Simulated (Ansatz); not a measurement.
I need a rigid scan of one bond length of C3H6Si, SMILES C1=C[SiH2]C1. Use the Python package of Ansatz (0.2.0). Use (for the species named): r2SCAN, 6-31G* basis, multiplicity 1, D4 dispersion.

```xyz
10

C    -0.7539    0.8261   -0.2745
C    -1.0874   -0.4460   -0.4411
Si    0.5202   -1.0667    0.1676
C     0.7078    0.8228    0.2717
H    -1.4169    1.7432   -0.5169
H    -1.9678   -0.9441   -0.8055
H     1.4107   -1.6961   -0.8729
H     0.4958   -1.7592    1.4776
H     0.7640    1.2149    1.3339
H     1.4106    1.2538   -0.3369
```

`run_scan.py`:
```python
# -*- coding: utf-8 -*-
import ansatz as az
import numpy as np


def main():
    geometry_ang = [
        ('C', (-0.7539, 0.8261, -0.2745)),
        ('C', (-1.0874, -0.446, -0.4411)),
        ('Si', (0.5202, -1.0667, 0.1676)),
        ('C', (0.7078, 0.8228, 0.2717)),
        ('H', (-1.4169, 1.7432, -0.5169)),
        ('H', (-1.9678, -0.9441, -0.8055)),
        ('H', (1.4107, -1.6961, -0.8729)),
        ('H', (0.4958, -1.7592, 1.4776)),
        ('H', (0.764, 1.2149, 1.3339)),
        ('H', (1.4106, 1.2538, -0.3369)),
    ]
    geometry = az.Crystal.molecule()
    for symbol, xyz in geometry_ang:
        geometry = geometry.atom(symbol, xyz)

    symbols = [site.symbol for site in geometry.cartesian_sites]
    start = np.array([site.position_ang for site in geometry.cartesian_sites])
    axis = (start[6] - start[2]) / np.linalg.norm(start[6] - start[2])
    moving = [6]
    lengths, energies = [1.326, 1.387, 1.447, 1.507, 1.568, 1.628, 1.688, 1.779], []
    for length in lengths:
        xyz = start.copy()
        xyz[moving] += (length - np.linalg.norm(start[6] - start[2])) * axis
        point = az.Crystal.molecule()
        for symbol, xyz in zip(symbols, xyz):
            point = point.atom(symbol, xyz.tolist())
        job = (
            point.calculation()
            .basis(gaussian='6-31G*')
            .functional('r2scan', dispersion='d4')
        )
        summary = job.run(threads=1, pin='off').report
        energies.append(summary['free_energy_ev'])
        print(f'r = {length:6.3f} A  E = {energies[-1]:.5f} eV  <S^2> = {abs(summary["mean_field"]["state"]["spin_squared"]):.3f}')

    fit = np.polynomial.Polynomial.fit(lengths, np.array(energies) - min(energies), 4).convert()
    roots = [r.real for r in fit.deriv().roots() if abs(r.imag) < 1e-9 and fit.deriv(2)(r.real) > 0]
    r_e = min(roots, key=lambda r: abs(r - lengths[int(np.argmin(energies))]))
    print(f'minimum of the fit at {r_e:.4f} A, force constant {fit.deriv(2)(r_e):.2f} eV/A^2')


if __name__ == '__main__':
    main()
```

`python run_scan.py` gives:
```text
r =  1.326 A  E = -11081.11090 eV  <S^2> = 0.000
r =  1.387 A  E = -11081.31547 eV  <S^2> = 0.000
r =  1.447 A  E = -11081.41344 eV  <S^2> = 0.000
r =  1.507 A  E = -11081.43262 eV  <S^2> = 0.000
r =  1.568 A  E = -11081.39048 eV  <S^2> = 0.000
r =  1.628 A  E = -11081.30327 eV  <S^2> = 0.000
r =  1.688 A  E = -11081.18239 eV  <S^2> = 0.000
r =  1.779 A  E = -11080.95520 eV  <S^2> = 0.000
minimum of the fit at 1.4936 A, force constant 17.84 eV/A^2
```

Total energies depend on the basis set; only differences at equal settings carry meaning. The rest of the molecule is held rigid at a force-field or estimated start geometry, and the basis set is modest; single-reference methods fail as a bond breaks. The orbitals are restricted, so S² is zero by construction. It ran for 20 s on 1 thread of Intel(R) Xeon(R) Platinum 8488C (Sapphire Rapids) (shared host), peak memory 0.21 GiB.

(A comment or docstring line of the script was reworded after the run, the code is as it ran; lines on the test bed's own set-up are left out of the output.)
